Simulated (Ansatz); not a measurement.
# TaCl (septet): wave-function methods side by side, def2-SVP

One table from this session's results is given with a row withheld; the runs are named, their logs left out.

Program: Ansatz 0.2.0, Gaussian basis. Level of theory: def2-SVP, core rule «outside noble gas», up to 9 orbitals frozen. These are calculated values, not measurements.

The runs, in order: UHF; CCSD(T) on ROHF; CCSD(T) on UHF; CISD; CCSDT(Q) on ROHF; CCSDT(Q) on UHF.

25 further runs of the same task are left out: 11 for a known fault of the program, 7 that didn't finish, 7 set aside as unsound or not needed.

### The geometry

The geometry is a PBE0/def2-TZVP stationary point (not a proven minimum) of the parent state, kept for this charge and spin. No spin-orbit coupling is included. Elements past krypton take def2 core potentials.

2 atoms, charge 0, spin multiplicity 7.

Atoms are counted from 1 here; the program's logs count them from 0.

Bond lengths: Ta1–Cl2 2.292 Å.

The first run:

Contents of in.yaml:

```yaml
crystal:
  periodic: [false, false, false]
  atoms:
    - {symbol: Ta, position_ang: [0.000000, 0.000000, 0.000000]}
    - {symbol: Cl, position_ang: [0.000000, 0.000000, 2.292200]}
basis:
  gaussian: {orbitals: def2-SVP}
magnetization: {spin_polarized: true, initial_magnetization: 6}
hamiltonian: {xc: hf}
output: {orbitals: {seedname: orbitals}}
```

The run is started by

```bash
> ansatz run in.yaml --threads 1 --pin off --events-out ev --progress --plain --max-ram 2393MiB
```

Steps of the session up to this table: UHF; CCSD(T) on ROHF; CCSD(T) on UHF; CISD; CCSDT(Q) on ROHF; CCSDT(Q) on UHF.

One table of the session follows, with a row left open; its other results are not shown here.

| method | from RCCSDT(Q) (meV) |
| --- | --- |
| ROHF | +5307.3 |
| UHF | +5069.4 |
| RMP2 | +743.2 |
| UMP2 | +649.1 |
| RCCSD | ? |
| UCCSD | -3.6 |
| RCCSD(T) | +25.3 |
| UCCSD(T) | -85.6 |
| RCCSDT | +7.2 |
| UCCSDT | -103.1 |
| RCCSDT(Q) | 0 |
| UCCSDT(Q) | -110.1 |

Q: Estimate the row for RCCSD from the others.

**Answer.** from RCCSDT(Q) (meV): +110.3. In the column «from RCCSDT(Q) (meV)» it lies between RCCSD(T) (+25.3) and UMP2 (+649.1).

Not comparable, so not listed: CISD (they don't share determinant, frozen orbitals or solution with the rows shown, or repeat one).

To keep in mind: Restricted and unrestricted rows rest on different reference determinants; where their highest levels disagree by more than a few hundredths of an eV, they describe different states and don't form one ladder.
